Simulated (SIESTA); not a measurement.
Set up this calculation in SIESTA 5.4.2, as the native input.

* Task: band structure
* Functional: PBE
* Potentials or basis: PseudoDojo 0.4 standard (PBE files)
* Basis: DZP (energy shift 0.003 Ry; two zetas on semicore shells)
* Grid cutoff: 500 Ry
* Energy shift: 0.003 Ry
* k mesh: 8 × 8 × 8
* Occupations: fermi-dirac, width 0.05 eV
* Spin: no spin polarisation

Crystal: Sn3Te.

```
Te Sn
1.0
    -2.30090    2.30090    5.51649
     2.30090   -2.30090    5.51649
     2.30090    2.30090   -5.51649
Te Sn
1 3
Direct
  0.00000 0.00000 0.00000
  0.50000 0.50000 0.00000
  0.25000 0.75000 0.50000
  0.75000 0.25000 0.50000
```

The cell comes from a database or a generator and needn't be the stable form of this composition.

One way to write it, as run:

Sn3Te.fdf

```
SystemName                      Sn3Te
SystemLabel                     Sn3Te
NumberOfSpecies                 2
NumberOfAtoms                   4
%block ChemicalSpeciesLabel
  1  52 Te
  2  50 Sn
%endblock ChemicalSpeciesLabel

LatticeConstant                 1.0 Ang
%block LatticeVectors
    -2.3009040000     2.3009040000     5.5164940000
     2.3009040000    -2.3009040000     5.5164940000
     2.3009040000     2.3009040000    -5.5164940000
%endblock LatticeVectors
AtomicCoordinatesFormat         Fractional
%block AtomicCoordinatesAndAtomicSpecies
     0.0000000000     0.0000000000     0.0000000000  1  Te
     0.5000000000     0.5000000000     0.0000000000  2  Sn
     0.2500000000     0.7500000000     0.5000000000  2  Sn
     0.7500000000     0.2500000000     0.5000000000  2  Sn
%endblock AtomicCoordinatesAndAtomicSpecies

%block kgrid.MonkhorstPack
    8   0   0  0.0
    0   8   0  0.0
    0   0   8  0.0
%endblock kgrid.MonkhorstPack
XC.Functional                   GGA
XC.Authors                      PBE
PAO.BasisSize                   DZP
PAO.EnergyShift                 0.003 Ry
Mesh.Cutoff                     500 Ry
OccupationFunction              FD
ElectronicTemperature           0.05 eV
MaxSCFIterations                120
SCF.MustConverge                false
SCF.Mixer.Method                Pulay
SCF.Mixer.Weight                0.25
SCF.Mixer.History               8
SCF.DM.Tolerance                5.0e-05
SCF.H.Tolerance                 1.0e-03 eV
WriteForces                     true
Charge.Mulliken                 end
BandLinesScale                  ReciprocalLatticeVectors
%block BandLines
    1    0.000000   0.000000   0.000000  \Gamma
   13    0.500000  -0.500000   0.000000  X
    2    0.500000  -0.500000   0.086984  Y
    8    0.293492  -0.293492   0.293492  S
   11    0.000000   0.000000   0.000000  \Gamma
    8    0.500000   0.500000  -0.500000  Z
    8    0.706508   0.293492  -0.293492  S1
    4    0.500000   0.000000   0.000000  N
    9    0.750000  -0.250000  -0.250000  P
    5    0.913016   0.086984  -0.500000  Y1
   11    0.500000   0.500000  -0.500000  Z
    1    0.500000  -0.500000   0.000000  X
    4    0.750000  -0.250000  -0.250000  P
%endblock BandLines
%block PAO.Basis
  Te 4
  n=5 0 2
    5.635 0.000
  n=5 1 2
    7.297 0.000
  n=4 2 2
    3.260 0.000
  n=5 2 1
    7.297
  Sn 4
  n=5 0 2
    6.432 0.000
  n=5 1 2
    8.686 0.000
  n=4 2 2
    3.759 0.000
  n=5 2 1
    8.686
%endblock PAO.Basis
```

Potentials or basis: PseudoDojo 0.4 standard (PBE files), DZP (energy shift 0.003 Ry; two zetas on semicore shells).

Launch:

```bash
$ siesta < Sn3Te.fdf > Sn3Te.out 2>&1
```

Results of the run:

The pressure is 0.4 GPa and the band gap on the k mesh is none (metal or under the smearing width).

Caveat: spin-orbit coupling is left out, which moves the levels of the heavy elements; the basis of atomic orbitals isn't converged, which shifts pressures, moduli and gaps.

Run time: 78 s on 1 thread of Arm Neoverse V2, on a shared host, peak memory 0.38 GiB.
